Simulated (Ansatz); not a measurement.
Wanted: the native input for an Ansatz 0.2.0 run.

- Task: relaxation of the atoms
- Functional: PBE
- Potentials or basis: Ansatz PAW
- Cutoff: 420 eV (not typed: the program's choice for these potentials)
- k mesh: 8 × 8 × 8
- Occupations: fermi-dirac, width 0.05 eV
- Spin: no spin polarisation

WAu:

```
W Au
1.0
     0.00000    2.90921    2.90921
     2.90921    0.00000    2.90921
     2.90921    2.90921    0.00000
W Au
1 1
Direct
  0.00000 0.00000 0.00000
  0.75000 0.75000 0.75000
```

The cell was built by a generator and needn't be a form met in nature.

The input as run:

input.yaml

```yaml
crystal:
  lattice:
    - [0.0, 2.90921, 2.90921]
    - [2.90921, 0.0, 2.90921]
    - [2.90921, 2.90921, 0.0]
  atoms:
    - { symbol: W, position: [0.0, 0.0, 0.0] }
    - { symbol: Au, position: [0.75, 0.75, 0.75] }
hamiltonian:
  xc: pbe
  pseudopotentials: { kind: paw }
kpoints:
  mp_grid: { grid: [8, 8, 8] }
scf:
  occupations: { method: fermi_dirac, width: 0.05 }
output:
  forces: true
  stress: true
  eigenvalues: true
relax:
  f_tol: 0.01
  max_steps: 40
```

Potentials or basis: Ansatz PAW.

Command:

```bash
$ ansatz run input.yaml --threads 2 --pin off --max-ram 5632MiB --backend cpu --events-out ev --progress --plain --runs-dir out
```

Results of the run:

```
Pressure after relaxing : 0.0 GPa
Band gap on the k mesh  : none (metal or under the smearing width)
```

Caveat: the relaxation stopped at its first step, so nothing moved; the thresholds are loose for stress.

It took 2 s on 2 threads of Arm Neoverse V1 (shared host), peak memory 0.34 GiB.
